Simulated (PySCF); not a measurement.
# [CeCl3(NH3)]−: other functionals and bases at one geometry

The task here is to estimate one member of a computed series from the others.

Computed with PySCF 2.14.0. Level: several levels, as the steps say, no spin–orbit coupling.

1 further run of the same task is left out (for a known fault of the program).

**The system as given**

8 atoms, charge -1, spin multiplicity 1.

Bond lengths: Ce1–Cl2 2.816 Å, Ce1–Cl3 2.816 Å, Ce1–Cl4 2.816 Å, Ce1–N5 2.787 Å, N5–H6 1.019 Å, N5–H7 1.019 Å, N5–H8 1.019 Å. Angles: Cl2–Ce1–Cl3 120.0°, Cl2–Ce1–Cl4 120.0°, Cl2–Ce1–N5 90.4°, Cl3–Ce1–Cl4 120.0°, Cl3–Ce1–N5 90.4°, Cl4–Ce1–N5 90.4°, Ce1–N5–H6 111.3°, Ce1–N5–H7 111.3°, Ce1–N5–H8 111.3°, H6–N5–H7 107.6°, H6–N5–H8 107.6°, H7–N5–H8 107.6°.

Geometry (Å):

```xyz
8
CeCl3H3N
Ce    0.0880   -0.0880    0.0880
Cl    1.2484    2.2003    1.2484
Cl   -2.2003   -1.2484    1.2484
Cl    1.2484   -1.2484   -2.2003
N    -1.5209    1.5209   -1.5209
H    -2.1223    2.1223   -0.9598
H    -0.9598    2.1223   -2.1223
H    -2.1223    0.9598   -2.1223
```

Formal oxidation states: Ce +2. Each metal's 2 4f electrons lie in its core potential, so multiplicities, spins and levels count the valence alone. For divalent La, Ce, Gd or Lu the extra electron is normally 5d or 6s, so this core forces an excited configuration. An earlier session relaxed this geometry at PBE0, Ce lcecp-0-SVP with ECP48, Cl def2-SVP, N def2-SVP, H def2-SVP (singlet, point group C3v).

At PBE0 on the finer grid: E = -1463.183407 Eh, frontier levels not given, since the 4f levels lie in the core, Mulliken charge on Ce1 +0.45 e, largest force component 0.005 eV/Å. 

Levels to run: BLYP; revPBE; PBE0, TZVP. Hardware: 2 threads of Arm Neoverse V2, shared host.

The first run:

The input, run.py (the lines that set the calculation):

```python
mol = gto.M(atom='''
Ce     0.08798    -0.08798     0.08798
Cl     1.24836     2.20027     1.24836
Cl    -2.20027    -1.24836     1.24836
Cl     1.24836    -1.24836    -2.20027
N     -1.52088     1.52088    -1.52088
H     -2.12229     2.12229    -0.95983
H     -0.95983     2.12229    -2.12229
H     -2.12229     0.95983    -2.12229''',
    basis={'Ce': 'lcecp-0-SVP', 'Cl': 'def2-SVP', 'N': 'def2-SVP', 'H': 'def2-SVP'},
    ecp={'Ce': 'lcecp-0-SVP'},
    charge=-1, spin=0)
mf = dft.RKS(mol, xc='BLYP')
mf.grids.atom_grid = (75, 302)  # f atoms: unpruned, at least (60, 302)
mf = mf.density_fit()  # fitting sets: Ce AutoAux, Cl def2-universal-JKFIT, N def2-universal-JKFIT, H def2-universal-JKFIT
mf.conv_tol = 1e-08; mf.max_cycle = 55
mf.kernel(dm0)  # dm0: the density of the relaxed state
```

Launch:

```
$ OMP_NUM_THREADS=2 python run.py
```

Steps of the session up to this table: BLYP; revPBE; PBE0, TZVP.

One of the session's tables, all rows but one given; the rest of the session is left out.

| level | charge on Ce1 (e) | dipole (D) | largest force component (eV/Å) |
| --- | --- | --- | --- |
| PBE0 (relaxed here) | 0.45 | 3.93 | 0.00 |
| BLYP | 0.19 | 3.95 | 0.27 |
| revPBE | ? | ? | ? |
| PBE0, TZVP | 1.04 | 3.66 | 0.24 |

Estimate the missing values for revPBE.

As computed: charge on Ce1 (e): 0.31; dipole (D): 3.93; largest force component (eV/Å): 0.25. In the column «charge on Ce1 (e)» it lies between BLYP (0.19) and PBE0 (relaxed here) (0.45).

The dipole of a charged species depends on the origin, so these sizes hold for this origin alone.

The largest leftover force, 0.27 eV/Å with BLYP, stands at a geometry relaxed at another level. With 4f in the core, its levels are missing from HOMO and gap, and its count is fixed, so no charge can pass from the ligands into it. Total energies of different levels can't be compared.
